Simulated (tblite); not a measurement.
# C2H12GeN2Si: the cost of one run

Computed with tblite 0.8.0 and PySCF 2.14.0, with density-fitted response routines of our own, on a single molecule in the gas phase. Atoms count from 0, in the outputs and in this text.

### 1 The molecule as given

18 atoms, charge 0, multiplicity 1; geometry from: force field or distance geometry start.

Bonds of the start (Å): C0–C1 1.50, C1–Ge2 1.96, Ge2–N3 1.87, N3–Si4 1.79, Si4–N5 1.79, C0–H6 1.12, C0–H7 1.11, C0–H8 1.11, C1–H9 1.11, C1–H10 1.12, Ge2–H11 1.54, Ge2–H12 1.55, N3–H13 1.05, Si4–H14 1.46, Si4–H15 1.48, N5–H16 1.05, N5–H17 1.05.

### 2 Geometry optimisation with GFN2-xTB

Job settings and geometry (Å):

```
{"job": {"kind": "relax", "xc": "GFN2-xTB", "basis": "xTB"}, "charge": 0, "multiplicity": 1}
C     -2.332400     0.966600     0.040100
C     -1.479800     0.298300     1.083800
Ge    -0.579500    -1.278400     0.348500
N      0.350000    -0.804900    -1.208900
Si     1.751000     0.183200    -0.694900
N      2.765900     0.531800    -2.133400
H     -2.846000     1.855000     0.482300
H     -3.107800     0.268300    -0.325900
H     -1.709000     1.306500    -0.809200
H     -0.711300     1.005600     1.464400
H     -2.109200    -0.025700     1.948100
H      0.374000    -1.883300     1.397100
H     -1.669400    -2.328900    -0.006100
H      0.742200    -1.700700    -1.594100
H      2.547000    -0.531300     0.300500
H      1.275000     1.454400    -0.117100
H      3.594400     1.080400    -1.784300
H      3.136300    -0.390600    -2.469200
```

On the command line:

```
$ OMP_NUM_THREADS=1 python probes_run.py task.json out
```

One launch serves the whole session: the jobs run in the order shown.

**Question.** How long does this first job take on 1 thread of Intel Xeon at 2.50GHz, shared host, and how much memory does it need?

About 2.6 s, with a peak of 0.18 GiB.
